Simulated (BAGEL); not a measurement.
**C2H6BN (SMILES [BH3-]C#[N+]C): HF/STO-3G (density fitting with qzvpp-jkfit)**

Aim: the energy change on altering one bond length of C2H6BN at HF/STO-3G (density fitting with qzvpp-jkfit), from 2 runs. 

The calculation is run with BAGEL 1.2.2.

1 further run of the same task is left out (set aside as unsound or not needed). Runs told in other sessions of the task aren't counted.

**1. The structure to begin with**

C2H6BN: 10 atoms, total charge 0, spin state singlet. SMILES: `[BH3-]C#[N+]C`. The shape is that of a GFN2-xTB optimisation.

Bond lengths: B1–C2 1.507 Å, C2–N3 1.166 Å, N3–C4 1.393 Å, B1–H5 1.193 Å, B1–H6 1.193 Å, B1–H7 1.193 Å, C4–H8 1.092 Å, C4–H9 1.092 Å, C4–H10 1.092 Å. Some angles: B1–C2–N3 179.7°, C2–N3–C4 179.6°, C2–B1–H5 106.0°, C2–B1–H6 106.3°, C2–B1–H7 106.3°, N3–C4–H8 109.6°, N3–C4–H9 109.6°, N3–C4–H10 109.6°, H5–B1–H6 112.5°, H5–B1–H7 112.6°.

**2. The energy at HF/STO-3G (density fitting with qzvpp-jkfit)**

File input.json:

```json
{ "bagel" : [

{
  "title" : "molecule",
  "basis" : "sto-3g",
  "df_basis" : "qzvpp-jkfit",
  "angstrom" : "true",
  "geometry" : [
    { "atom" : "B", "xyz" : [   -1.072780,    1.180800,   -1.293730 ] },
    { "atom" : "C", "xyz" : [   -0.283340,    0.320470,   -0.341760 ] },
    { "atom" : "N", "xyz" : [    0.327180,   -0.349360,    0.391650 ] },
    { "atom" : "C", "xyz" : [    1.050220,   -1.156210,    1.266500 ] },
    { "atom" : "H", "xyz" : [   -1.682220,    0.427900,   -1.989340 ] },
    { "atom" : "H", "xyz" : [   -1.785570,    1.858750,   -0.619240 ] },
    { "atom" : "H", "xyz" : [   -0.275000,    1.823690,   -1.904190 ] },
    { "atom" : "H", "xyz" : [    1.455470,   -2.013380,    0.724350 ] },
    { "atom" : "H", "xyz" : [    1.871370,   -0.582090,    1.700840 ] },
    { "atom" : "H", "xyz" : [    0.394670,   -1.510580,    2.064920 ] }
  ]
},
{ "title" : "hf" },
{ "title" : "print", "file" : "orbitals.molden", "orbitals" : "true" }

]}
```

Launch:

```bash
$ BAGEL_NUM_THREADS=1 BAGEL input.json > input.out
```

The program printed:

```text
* using 1 threads per process

  ===============================================================
  ===============================================================

  *** Geometry ***

  { "atom" : "B", "xyz" : [     -2.027260,      2.231389,     -2.444795 ] },
  { "atom" : "C", "xyz" : [     -0.535435,      0.605601,     -0.645833 ] },
  { "atom" : "N", "xyz" : [      0.618281,     -0.660195,      0.740111 ] },
  { "atom" : "C", "xyz" : [      1.984628,     -2.184920,      2.393338 ] },
  { "atom" : "H", "xyz" : [     -3.178935,      0.808614,     -3.759308 ] },
  { "atom" : "H", "xyz" : [     -3.374238,      3.512528,     -1.170194 ] },
  { "atom" : "H", "xyz" : [     -0.519675,      3.446275,     -3.598398 ] },
  { "atom" : "H", "xyz" : [      2.750440,     -3.804737,      1.368823 ] },
  { "atom" : "H", "xyz" : [      3.536377,     -1.099991,      3.214122 ] },
  { "atom" : "H", "xyz" : [      0.745818,     -2.854582,      3.902133 ] },

  Number of auxiliary basis functions:      410

  Since a DF basis is specified, we compute 2- and 3-index integrals:
    o Being stored without compression. Storage requirement is 0.002 GB

  Number of basis functions:       26
  Number of electrons      :       30

    * METHOD: MOLECULE                             0.11

  *** RHF ***

  === Nuclear Repulsion ===
   102.0822741463

      * DIIS with orbital gradients will be used.

  === RHF iteration (sto-3g) ===
      0       -156.30239759          0.01281725           0.01
      1       -156.35019893          0.00262685           0.01
      2       -156.35229863          0.00057988           0.01
      3       -156.35240473          0.00014207           0.01
      4       -156.35240790          0.00006179           0.01
      5       -156.35240849          0.00000800           0.01
      6       -156.35240851          0.00000124           0.01
      7       -156.35240851          0.00000024           0.01
      8       -156.35240851          0.00000004           0.01
      9       -156.35240851          0.00000001           0.01
     10       -156.35240851          0.00000001           0.01
    * SCF iteration converged.

    * Permanent dipole moment:
           (   -1.402541,     1.541252,    -1.692429) a.u.

    * METHOD: HF                                   0.16

    * METHOD: PRINT                                0.00

  ===============================================================
```

Wall time 0.44 s (1 thread of Arm Neoverse V2, shared host); peak memory 0.083 GiB.

**3. The distorted shape, same level**

File input.json:

```json
{ "bagel" : [

{
  "title" : "molecule",
  "basis" : "sto-3g",
  "df_basis" : "qzvpp-jkfit",
  "angstrom" : true,
  "geometry" : [
    { "atom" : "B", "xyz" : [      -1.559067,       2.209378,      -0.643167 ] },
    { "atom" : "C", "xyz" : [      -0.769627,       1.349048,       0.308803 ] },
    { "atom" : "N", "xyz" : [      -0.159107,       0.679218,       1.042213 ] },
    { "atom" : "C", "xyz" : [       0.563933,      -0.127632,       1.917063 ] },
    { "atom" : "H", "xyz" : [      -2.168507,       1.456478,      -1.338777 ] },
    { "atom" : "H", "xyz" : [      -2.271857,       2.887328,       0.031323 ] },
    { "atom" : "H", "xyz" : [      -0.761287,       2.852268,      -1.253627 ] },
    { "atom" : "H", "xyz" : [       1.455470,      -2.013380,       0.724350 ] },
    { "atom" : "H", "xyz" : [       1.385083,       0.446488,       2.351403 ] },
    { "atom" : "H", "xyz" : [      -0.091617,      -0.482002,       2.715483 ] }
  ]
},

{
  "title" : "hf"
},

{
  "title" : "print",
  "file" : "orbitals.molden",
  "orbitals" : true
}

]}
```

Launch:

```bash
$ BAGEL_NUM_THREADS=1 BAGEL input.json > input.out
```

The program printed:

```text
* using 1 threads per process

  ===============================================================
  ===============================================================

  *** Geometry ***

  { "atom" : "B", "xyz" : [     -2.946210,      4.175119,     -1.215409 ] },
  { "atom" : "C", "xyz" : [     -1.454384,      2.549331,      0.583553 ] },
  { "atom" : "N", "xyz" : [     -0.300669,      1.283536,      1.969497 ] },
  { "atom" : "C", "xyz" : [      1.065679,     -0.241190,      3.622724 ] },
  { "atom" : "H", "xyz" : [     -4.097884,      2.752345,     -2.529922 ] },
  { "atom" : "H", "xyz" : [     -4.293188,      5.456259,      0.059192 ] },
  { "atom" : "H", "xyz" : [     -1.438624,      5.390005,     -2.369012 ] },
  { "atom" : "H", "xyz" : [      2.750440,     -3.804737,      1.368823 ] },
  { "atom" : "H", "xyz" : [      2.617428,      0.843740,      4.443508 ] },
  { "atom" : "H", "xyz" : [     -0.173131,     -0.910852,      5.131519 ] },

  Number of auxiliary basis functions:      410

  Since a DF basis is specified, we compute 2- and 3-index integrals:
    o Being stored without compression. Storage requirement is 0.002 GB

  Number of basis functions:       26
  Number of electrons      :       30

    * METHOD: MOLECULE                             0.12

  *** RHF ***

  === Nuclear Repulsion ===
    99.2455235563

      * DIIS with orbital gradients will be used.

  === RHF iteration (sto-3g) ===
      0       -155.87034036          0.02286856           0.01
      1       -155.95467429          0.01805561           0.01
      2       -156.03865274          0.00286579           0.01
      3       -156.04017253          0.00132343           0.01
      4       -156.04049560          0.00026124           0.01
      5       -156.04051355          0.00005994           0.01
      6       -156.04051498          0.00002200           0.01
      7       -156.04051521          0.00000791           0.01
      8       -156.04051523          0.00000426           0.01
      9       -156.04051524          0.00000154           0.01
     10       -156.04051524          0.00000031           0.01
     11       -156.04051524          0.00000006           0.01
     12       -156.04051524          0.00000002           0.01
     13       -156.04051524          0.00000001           0.01
     14       -156.04051524          0.00000000           0.01
    * SCF iteration converged.

    * Permanent dipole moment:
           (   -1.407027,     1.606594,    -1.569154) a.u.

    * METHOD: HF                                   0.20

    * METHOD: PRINT                                0.00

  ===============================================================
```

Wall time 0.49 s (1 thread of Arm Neoverse V2, shared host); peak memory 0.083 GiB.

**4. What came out**

At HF/STO-3G (density fitting with qzvpp-jkfit):

| quantity | value |
| --- | --- |
| first shape: total energy | -156.35241 Eh |
| first shape: dipole moment | 6.82 D |
| first shape: HOMO energy | -9.70 eV |
| first shape: LUMO energy | 7.14 eV |
| first shape: HOMO–LUMO gap | 16.84 eV |
| distorted shape: total energy | -156.04052 Eh |
| distorted shape: dipole moment | 6.74 D |
| distorted shape: HOMO energy | -7.80 eV |
| distorted shape: LUMO energy | 0.94 eV |
| distorted shape: HOMO–LUMO gap | 8.74 eV |
| energy change with the C4–H8 bond stretched from 1.092 to 2.403 Å | 8.487 eV |

What this shows: With the C4–H8 bond stretched from 1.092 to 2.403 Å the energy rises by 8.49 eV (819 kJ/mol). The first shape isn't relaxed at this level, so the change isn't measured from a minimum. A restricted reference can't describe the breaking bond well at this length. The minimal basis adds a large error of its own.
